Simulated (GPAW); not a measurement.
A run of GPAW 26.7.0:

Contents of run.py:

```python
from ase.dft.bandgap import bandgap
from ase.io import read, write
from ase.units import GPa
from gpaw import GPAW, PW, setup_paths

setup_paths.insert(0, '.')

atoms = read('POSCAR')
atoms.set_initial_magnetic_moments([0.0, 1.0, 1.0, 1.0])

calc = GPAW(mode=PW(600),
            xc='PBEsol',
            kpts={'size': (7, 7, 7), 'gamma': True},
            occupations={'name': 'methfessel-paxton', 'order': 0, 'width': 0.02},
            nbands=50,
            convergence={'density': 1e-05, 'energy': 1e-05},
            maxiter=150,
            txt='gpaw.txt')
atoms.calc = calc
energy = atoms.get_potential_energy()
forces = atoms.get_forces()
stress = atoms.get_stress()
calc.write('gs.gpw')
write('result.traj', atoms)
print(f'Energy: {energy:.6f} eV')
print('Forces (eV/A):')
print(forces.round(4))
print('Stress (GPa):', (stress / GPa).round(3))
print('Moments:', calc.get_magnetic_moments().round(3))
print('Fermi level:', round(calc.get_fermi_level(), 4), 'eV')
print(f'Gap: {bandgap(calc)[0]:.4f} eV, direct: {bandgap(calc, direct=True)[0]:.4f} eV')
```

File POSCAR:

```
Ni3Hg
1.0
    3.7449110000      0.0000000000      0.0000000000
    0.0000000000      3.7449110000      0.0000000000
    0.0000000000      0.0000000000      3.7449110000
Hg Ni
1 3
Direct
    0.0000000000      0.0000000000      0.0000000000
    0.5000000000      0.5000000000      0.0000000000
    0.5000000000      0.0000000000      0.5000000000
    0.0000000000      0.5000000000      0.5000000000
```

Potentials or basis: PAW data sets generated in the run's folder for this functional, pw.

Command:

```console
$ gpaw-setup -f PBEsol Hg Ni
$ OMP_NUM_THREADS=1 python run.py
```

Hardware: 1 thread of Intel(R) Xeon(R) Platinum 8259CL CPU @ 2.50GHz (Skylake/Cascade Lake) (shared host).

Problem. Estimate the wall time of this run.

Solution. Run time: 120 s on 1 thread of Intel(R) Xeon(R) Platinum 8259CL CPU @ 2.50GHz (Skylake/Cascade Lake), with other jobs on the host, peak memory 0.24 GiB. Counts: scf iterations 15, plane waves 1775, bands 50, k points 20.
